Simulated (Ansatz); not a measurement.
**[GaClH3]- (GaH₃Cl−): geometry, orbitals and charge**

What does [GaClH3]- (GaH₃Cl−) look like as a singlet, and where do its frontier electrons sit?

The runs use Ansatz 0.2.0, Gaussian basis; RKS PBE0-D4/def2-TZVPD.

Plan: relaxation at PBE-D4/def2-TZVPD; a single point at PBE0-D4/def2-TZVPD; harmonic vibrations at PBE-D4/def2-TZVPD.

## (1) The system as given

5 atoms, charge -1, spin multiplicity 1.

Atoms are counted from 1 here; the program's logs count them from 0.

Bond lengths: Ga1–Cl2 2.091 Å, Ga1–H3 1.572 Å, Ga1–H4 1.573 Å, Ga1–H5 1.572 Å. Angles: Cl2–Ga1–H3 109.8°, Cl2–Ga1–H4 109.1°, Cl2–Ga1–H5 109.3°, H3–Ga1–H4 109.5°, H3–Ga1–H5 109.7°, H4–Ga1–H5 109.4°.

Geometry (Å):

```
Ga    0.0027   -0.0009   -0.1046
Cl    0.0075   -0.0178    1.9860
H     1.4808    0.0119   -0.6407
H    -0.7486    1.2871   -0.6071
H    -0.7426   -1.2802   -0.6336
```

The ion is computed in the gas phase, without counter-ions or solvent.

The start is a GFN2-xTB (ALPB water) geometry.

## (2) Optimising with PBE-D4/def2-TZVPD

File in.yaml:

```yaml
crystal:
  periodic: [false, false, false]
  atoms:
    - {symbol: Ga, position_ang: [0.002750, -0.000930, -0.104610]}
    - {symbol: Cl, position_ang: [0.007540, -0.017830, 1.986020]}
    - {symbol: H, position_ang: [1.480820, 0.011930, -0.640690]}
    - {symbol: H, position_ang: [-0.748550, 1.287050, -0.607140]}
    - {symbol: H, position_ang: [-0.742550, -1.280220, -0.633580]}
basis:
  gaussian: {orbitals: def2-TZVPD}
total_charge: -1
hamiltonian: {xc: pbe, dispersion: d4}
scf: {lower_state_search: "off"}
output: {orbitals: {seedname: orbitals}}
relax: {f_tol: 0.02, max_steps: 100}
```

Command:

```
$ ansatz run in.yaml --threads 4 --pin off --events-out ev --progress --plain --max-ram 3916MiB
```

Further steps of the session: Single point, PBE0-D4/def2-TZVPD; Vibrations by finite differences.

Q: Predict the results of all the runs planned. Wanted: point group; commonest bond, hydrogen aside; HOMO, LUMO at PBE0-D4/def2-TZVPD; lowest, highest wavenumber.

**Answer**, as computed:

```
                        quantity                            value
                     point group                              C3v
  commonest bond, hydrogen aside  Cl–Ga, 1 of mean length 2.336 Å
HOMO, LUMO at PBE0-D4/def2-TZVPD                   -2.66, 3.88 eV
      lowest, highest wavenumber                   278, 1769 cm⁻¹
```

In words: The molecule keeps its bonding pattern by the stored test; the atoms moved 0.10 Å (rms). All wavenumbers are real: a minimum at this level.
